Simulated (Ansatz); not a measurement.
I need a rigid torsion scan of C3H7BO, SMILES BOC=CC. Use Ansatz's Python interface. Level of theory (for the species named): B3LYP, def2-SVP basis, multiplicity 1.

```csv
atom,x (Å),y (Å),z (Å)
B,-2.2076,1.5637,0.3960
O,-1.0076,1.2221,-0.3195
C,-0.2803,0.1249,0.0644
C,0.9415,-0.1731,-0.5837
C,1.7040,-1.3650,-0.1991
H,-2.8696,2.5648,0.0166
H,-2.6196,0.9844,1.3118
H,-0.5246,-0.4671,0.9139
H,1.1834,0.4418,-1.3781
H,2.0614,-1.2310,0.8862
H,2.5714,-1.4374,-0.8329
H,1.1245,-2.2832,-0.2417
```

`run_torsion.py`
```python
"""Rigid torsion scan of C3H7BO."""

import logging
import sys
import warnings

import ansatz as az
from ase import Atoms

logging.basicConfig(stream=sys.stdout, format="%(name)s: %(message)s")
logger = logging.getLogger("run")
logger.setLevel(logging.INFO)


def main() -> None:
    warnings.simplefilter("ignore", az.DeckWarning)

    atoms = Atoms(["B", "O", "C", "C", "C", "H", "H", "H", "H", "H", "H", "H"], positions=[
        (-2.2076, 1.5637, 0.396),
        (-1.0076, 1.2221, -0.3195),
        (-0.2803, 0.1249, 0.0644),
        (0.9415, -0.1731, -0.5837),
        (1.704, -1.365, -0.1991),
        (-2.8696, 2.5648, 0.0166),
        (-2.6196, 0.9844, 1.3118),
        (-0.5246, -0.4671, 0.9139),
        (1.1834, 0.4418, -1.3781),
        (2.0614, -1.231, 0.8862),
        (2.5714, -1.4374, -0.8329),
        (1.1245, -2.2832, -0.2417),
    ])

    # relax first, so that the scan starts from a minimum
    first = (
        az.Crystal.molecule_from_ase(atoms).calculation()
        .basis(gaussian="def2-SVP")
        .functional("B3LYP")
        .relax(force_tolerance=0.02, max_steps=80)
    )
    atoms.positions = first.run().report["positions_ang"]

    start = atoms.get_dihedral(2, 3, 4, 9)
    energies = {}
    for turn in range(0, 121, 20):
        turned = atoms.copy()
        turned.set_dihedral(2, 3, 4, 9, start + turn, indices=[4, 9, 10, 11])
        model = (
            az.Crystal.molecule_from_ase(turned).calculation()
            .basis(gaussian="def2-SVP")
            .functional("B3LYP")
        )
        energies[round((start + turn) % 360)] = model.run().report["free_energy_ev"]
    floor = min(energies.values())
    logger.info("dihedral C2-C3-C4-H9 (deg)   E - E(min) (eV)")
    for angle, e in sorted(energies.items()):
        logger.info(f"{angle:8d} {(e - floor):14.3f}  " + "#" * int(30 * (e - floor) / max(max(energies.values()) - floor, 1e-9)))


if __name__ == "__main__":
    main()
```

`python run_torsion.py` gives:
```text
run: dihedral C2-C3-C4-H9 (deg)   E - E(min) (eV)
run:      239          0.000
run:      259          0.023  #######
run:      279          0.071  ######################
run:      299          0.096  ##############################
run:      319          0.073  ######################
run:      339          0.027  ########
run:      359          0.003
```

Reading the output:
- The scan is rigid and the energies are electronic, in a modest basis. With rigid groups the curve can differ much from the relaxed path, the start wasn't checked as a minimum of this torsion, and equivalent turns needn't return to the same energy.
- b3lyp holds the VWN-RPA fit, as in Gaussian; the form of ORCA and Turbomole is b3lyp5.
- Run time: 110 s on 1 thread of Arm Neoverse V2, on a shared host, peak memory 0.29 GiB.
